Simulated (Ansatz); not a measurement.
Runs of Ansatz 0.2.0 on ZnGaP. The structure is hexagonal, space group P-6m2 (No. 187). The conventional cell has a = 4.016 Å, b = 4.016 Å, c = 4.404 Å, α = 90.00°, β = 90.00°, γ = 120.00°. Around Zn (site symmetry -6m2) lie 3 P at 2.32 Å. Around Ga (site symmetry -6m2) lie 6 Zn at 3.20 Å and 6 P at 3.20 Å. Around P (site symmetry -6m2) lie 3 Zn at 2.32 Å. The cell was built by a generator and needn't be a form met in nature.

```csv
screening (1/Å),share of exact exchange,pressure (GPa)
0.2,0.15,1.2
0.2,0.2,1.1
0.2,0.5,(a)
0.2,0.3,1.2
0.6,0.25,1.4
```

Alike in all rows: task single point; level HSE06 form with a typed share of exact exchange; potentials or basis Ansatz PAW; no spin polarisation; cell as given; k mesh 4 × 4 × 3; cutoff (eV) 420; smearing fermi-dirac 0.05 eV; the mesh is coarse, so values aren't converged.

Question: Fill in the values left out.

Answer: (a) 1.3.

Caveats: all runs use coarse meshes; the PAW data sets come from PBE, with cores solved anew for the run's functional, which leaves a small shift of forces and pressure; the thresholds are loose for stress; odd divisions of the mesh miss points on the zone boundary, where band edges often lie, so the gap on the mesh can be too wide (some runs).
